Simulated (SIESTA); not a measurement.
The system is HfVGe.

```
CELL_PARAMETERS angstrom
3.68047 0.00000 0.00000
0.00000 3.68047 0.00000
0.00000 0.00000 7.24772
ATOMIC_POSITIONS crystal
Hf 0.50000 0.00000 0.63823
Hf 0.00000 0.50000 0.36177
Ge 0.50000 0.00000 0.24946
Ge 0.00000 0.50000 0.75054
V 0.50000 0.50000 0.00000
V 0.00000 0.00000 0.00000
```

The cell comes from a database or a generator and needn't be the stable form of this composition.

| Property | Result |
| --- | --- |
| Program | SIESTA 5.4.2 |
| Task | single point |
| Functional | PBEsol |
| Potentials or basis | PseudoDojo 0.4 standard (PBEsol files) |
| Basis | DZP (energy shift 0.003 Ry; two zetas on semicore shells) |
| Grid cutoff | 800 Ry |
| Energy shift | 0.003 Ry |
| k mesh | 7 × 7 × 4 |
| Occupations | fermi-dirac, width 0.05 eV |
| Spin | collinear spin, ferromagnetic start |
| Starting moments | [0.0, 0.0, 0.0, 0.0, 2.0, 2.0] μB |

On this cell: pressure -2.0 GPa; largest force 0.041 eV/Å; net moment 0.00 μB per cell; band gap on the k mesh none (metal or under the smearing width).

The same run follows on a disturbed copy (atoms moved at random, drawn with an rms of 0.05 Å):

```
Hf Ge V
1.0
     3.68047    0.00000    0.00000
     0.00000    3.68047    0.00000
     0.00000    0.00000    7.24772
Hf Ge V
2 2 2
Direct
  0.50027 0.00631 0.63845
  0.01138 0.49845 0.35909
  0.49768 0.00021 0.25294
  0.00767 0.50942 0.75113
  0.50152 0.50292 0.00619
  0.98706 0.00065 0.01127
```

**Question.** What does the disturbed cell give?

**Answer.** The energy (extrapolated to zero smearing) moves by +14.0 meV/atom; pressure -1.6 GPa; largest force 1.182 eV/Å; net moment 0.00 μB per cell; band gap on the k mesh none (metal or under the smearing width).

Forces on the atoms (eV/Å):
```
Hf   0.269  0.000  0.276
Hf  -0.613  0.153  0.434
Ge   0.226 -0.005  0.260
Ge  -0.302 -0.210  0.337
V   -0.192 -0.091 -0.309
V    0.615  0.158 -0.997
```

Stress tensor (GPa, compression positive):
```
-1.07 -0.04 -0.90
-0.04 -1.91  0.28
-0.90  0.28 -1.96
```

Caveats: short orbitals over semicore shells can move pressures by several GPa; the basis of atomic orbitals isn't converged, which shifts pressures, moduli and gaps.
